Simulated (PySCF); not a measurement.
# C8H24S4Si4 (cyclo-(Me2SiS)4): the cost of one run

Computed with PySCF 2.14.0, with density-fitted response routines of our own, on a single molecule in the gas phase. Atoms count from 0, in the outputs and in this text.

## (1) The starting structure

40 atoms, charge 0, multiplicity 1; geometry from: GFN2-xTB. The atoms were then displaced at random by about 0.03 Å, so the start is not that level's minimum.

Bonds of the start (Å): Si0–C1 1.84, Si0–C2 1.83, Si0–S3 2.08, Si0–S15 2.30, C1–H16 1.06, C1–H17 1.06, C1–H18 1.08, C2–H19 1.09, C2–H20 1.08, C2–H21 1.01, S3–Si4 2.26, Si4–C5 1.88, Si4–C6 1.93, Si4–S7 2.15, C5–H22 1.05, C5–H23 1.08, C5–H24 1.12, C6–H25 1.15, C6–H26 1.02, C6–H27 1.10, S7–Si8 2.09, Si8–C9 1.92, Si8–C10 1.93, Si8–S11 2.20, C9–H28 1.06, C9–H29 1.13, C9–H30 1.06, C10–H31 1.06, C10–H32 1.12, C10–H33 1.11 and more.

## (2) Geometry optimisation at PBE0-D3(BJ)/def2-SVP

The job: settings as JSON, then the geometry in Å.

```
{"job": {"xc": "PBE0", "basis": "def2-SVP", "d3": "d3bj", "grid": 1, "maxiter": 40, "shake": 0.03, "kind": "geom"}, "charge": 0, "multiplicity": 1}
Si     2.183310     0.094420     1.173890
C      3.436660    -0.194180    -0.145940
C      2.764960     0.524120     2.860270
S      1.017730    -1.627580     1.240810
Si    -1.092960    -1.090200     1.850340
C     -1.906290    -2.703350     2.353390
C     -1.039510     0.198100     3.284430
S     -2.190640    -0.132540     0.272460
Si    -1.544810    -0.958500    -1.540650
C     -1.283360    -2.855570    -1.475130
C     -2.891140    -0.463680    -2.826600
S      0.391510    -0.149140    -2.194540
Si     0.416330     1.907100    -1.470210
C      1.900520     2.653290    -2.373110
C     -1.141050     2.790510    -1.640000
S      0.943820     1.978160     0.706690
H      4.054100    -1.006370     0.149120
H      2.980190    -0.385600    -1.087320
H      4.113130     0.646050    -0.247320
H      3.530820     1.303420     2.845430
H      3.203650    -0.367240     3.287190
H      2.083430     0.838280     3.535100
H     -2.948670    -2.568020     2.385810
H     -1.526240    -3.057170     3.295250
H     -1.648030    -3.525550     1.634000
H     -2.112970     0.463590     3.604980
H     -0.628340     1.086040     3.009170
H     -0.489950    -0.144280     4.173660
H     -2.169560    -3.370770    -1.202120
H     -1.027320    -3.198590    -2.523970
H     -0.492350    -3.105350    -0.807200
H     -3.761070    -1.056150    -2.750040
H     -3.109020     0.635170    -2.741140
H     -2.514520    -0.648050    -3.857240
H      2.817320     2.025920    -2.403500
H      2.230230     3.597580    -1.944170
H      1.687390     2.885850    -3.387150
H     -1.394840     2.782610    -2.690720
H     -1.030960     3.862800    -1.369050
H     -1.883960     2.398100    -1.092000
```

Launch:

```sh
OMP_NUM_THREADS=2 python probes_run.py task.json out
```

This one command runs all jobs of the session in turn.

Q: Estimate the wall time and peak memory of this first job on 2 threads of Intel Xeon 6975P-C, shared host.

About 16 min, with a peak of 4.3 GiB.
